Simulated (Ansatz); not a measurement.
**AlH₅OS₂Si: basis-set convergence**

The task here is to estimate one member of a computed series from the others.

Method: one geometry, several basis sets; program: Ansatz 0.2.0, Gaussian basis.

The runs, in order: PBE0-D4/def2-SVP; ωB97M-V/def2-SVP; PBE0-D4/def2-QZVPP; ωB97M-V/def2-QZVPP; the functionals' def2-TZVPP values are taken from earlier runs.

### The relaxed structure

All runs share one geometry, relaxed beforehand with PBE0-D4 in a triple-zeta def2 set.

SMILES `[SiH3][O][Al]([SH])[SH]`, 10 atoms, charge 0, spin multiplicity 1.

Atoms are counted from 1 here; the program's logs count them from 0.

Bond lengths: Si1–O2 1.625 Å, Si1–H6 1.488 Å, Si1–H7 1.486 Å, Si1–H8 1.486 Å, O2–Al3 1.675 Å, Al3–S4 2.171 Å, Al3–S5 2.172 Å, S4–H9 1.345 Å, S5–H10 1.345 Å. Angles: O2–Si1–H6 110.2°, O2–Si1–H7 109.8°, O2–Si1–H8 109.9°, H6–Si1–H7 108.9°, H6–Si1–H8 108.9°, H7–Si1–H8 109.1°, Si1–O2–Al3 173.4°, O2–Al3–S4 120.5°, O2–Al3–S5 121.0°, S4–Al3–S5 118.5°, Al3–S4–H9 91.9°, Al3–S5–H10 92.0°.

Set-up of the first run:

in.yaml reads:

```yaml
crystal:
  periodic: [false, false, false]
  atoms:
    - {symbol: Si, position_ang: [0.491047, -1.803980, -0.213498]}
    - {symbol: O, position_ang: [-0.028077, -0.275225, -0.026299]}
    - {symbol: Al, position_ang: [-0.376336, 1.351937, 0.161345]}
    - {symbol: S, position_ang: [-2.407783, 2.004718, 0.559391]}
    - {symbol: S, position_ang: [1.185006, 2.854058, 0.013915]}
    - {symbol: H, position_ang: [1.975968, -1.854844, -0.141117]}
    - {symbol: H, position_ang: [0.054619, -2.326083, -1.534774]}
    - {symbol: H, position_ang: [-0.073219, -2.663585, 0.859659]}
    - {symbol: H, position_ang: [-2.864910, 0.740048, 0.540447]}
    - {symbol: H, position_ang: [2.126687, 1.921856, -0.216271]}
basis:
  gaussian: {orbitals: def2-SVP}
hamiltonian: {xc: pbe0, dispersion: d4}
output: {orbitals: {seedname: orbitals}}
```

Steps of the session up to this table: PBE0-D4 in def2-SVP; ωB97M-V in def2-SVP; PBE0-D4 in def2-QZVPP; ωB97M-V in def2-QZVPP.

One of the session's tables, all rows but one given; the rest of the session is left out.

It belongs to the step «Density functionals: the series». 

| functional | basis | HOMO (eV) |
| --- | --- | --- |
| PBE0-D4 | def2-SVP | -7.53 |
| PBE0-D4 | def2-TZVPP | -7.70 |
| PBE0-D4 | def2-QZVPP | -7.73 |
| ωB97M-V | def2-SVP | -9.64 |
| ωB97M-V | def2-TZVPP | ? |
| ωB97M-V | def2-QZVPP | -9.90 |

Estimate the missing values for ωB97M-V, def2-TZVPP.

As computed: HOMO (eV): -9.86. In the column «HOMO (eV)» it lies between ωB97M-V, def2-QZVPP (-9.90) and ωB97M-V, def2-SVP (-9.64).
